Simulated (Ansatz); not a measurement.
**SiBr+ (singlet): wave-function methods side by side, cc-pVDZ**

An exercise on one series of results from a longer session: the logs are not shown, and one member is left open.

Method: cc-pVDZ, core rule «outside noble gas», up to 19 orbitals frozen; program: Ansatz 0.2.0, Gaussian basis.

The runs, in order: UHF; CCSD(T) on RHF; BCCD(T) on RHF; CISD; CCSDT(Q) on RHF; CCSDTQ on RHF; CASSCF and MRCISD+Q, 10 electrons in 8 orbitals; CASSCF and MRCISD+Q(relaxed), 10 electrons in 8 orbitals; CASSCF and NEVPT2, 10 electrons in 8 orbitals.

11 further runs of the same task are left out: 2 for a known fault of the program, 3 that didn't finish, 6 set aside as unsound or not needed. Runs told in other sessions of the task aren't counted.

### The system

The geometry is a PBE0/def2-TZVP stationary point (not a proven minimum) of the parent state, kept for this charge and spin. No spin-orbit coupling is included. The filled d shell of Br may be among the frozen orbitals whatever the setting's name suggests.

2 atoms, charge 1, spin multiplicity 1.

Atoms are counted from 1 here; the program's logs count them from 0.

Bond lengths: Si1–Br2 2.144 Å.

The first run:

in.yaml

```yaml
crystal:
  periodic: [false, false, false]
  atoms:
    - {symbol: Si, position_ang: [0.000000, 0.000000, 0.000000]}
    - {symbol: Br, position_ang: [0.000000, 0.000000, 2.143900]}
basis:
  gaussian: {orbitals: cc-pVDZ}
total_charge: 1
magnetization: {spin_polarized: true, initial_magnetization: 0}
hamiltonian: {xc: hf}
output: {orbitals: {seedname: orbitals}}
```

Started as:

```
ansatz run in.yaml --threads 1 --pin off --events-out ev --progress --plain --max-ram 2393MiB
```

Steps of the session up to this table: UHF; CCSD(T) on RHF; BCCD(T) on RHF; CISD; CCSDT(Q) on RHF; CCSDTQ on RHF; CASSCF and MRCISD+Q, 10 electrons in 8 orbitals; CASSCF and MRCISD+Q(relaxed), 10 electrons in 8 orbitals; CASSCF and NEVPT2, 10 electrons in 8 orbitals.

One table of the session follows, with a row left open; its other results are not shown here.

It belongs to the step «Misses and costs». 

| method | from RCCSDTQ (meV) |
| --- | --- |
| RHF | +5651.3 |
| RMP2 | +891.1 |
| CISD | +646.7 |
| RCCSD | +245.1 |
| RCCSD(T) | +40.9 |
| BCCD(T) | +39.4 |
| RCCSDT | ? |
| RCCSDT(Q) | -2.6 |
| RCCSDTQ | 0 |
| CASSCF valence | +4097.6 |
| NEVPT2 valence | +1026.1 |
| MRCISD valence | +332.2 |
| MRCISD+Q valence | +36.0 |
| MRCISD+Q(relaxed) valence | -15.8 |

Estimate the missing values for RCCSDT.

As computed: from RCCSDTQ (meV): +15.1. In the column «from RCCSDTQ (meV)» it lies between RCCSDTQ (0) and MRCISD+Q valence (+36.0).
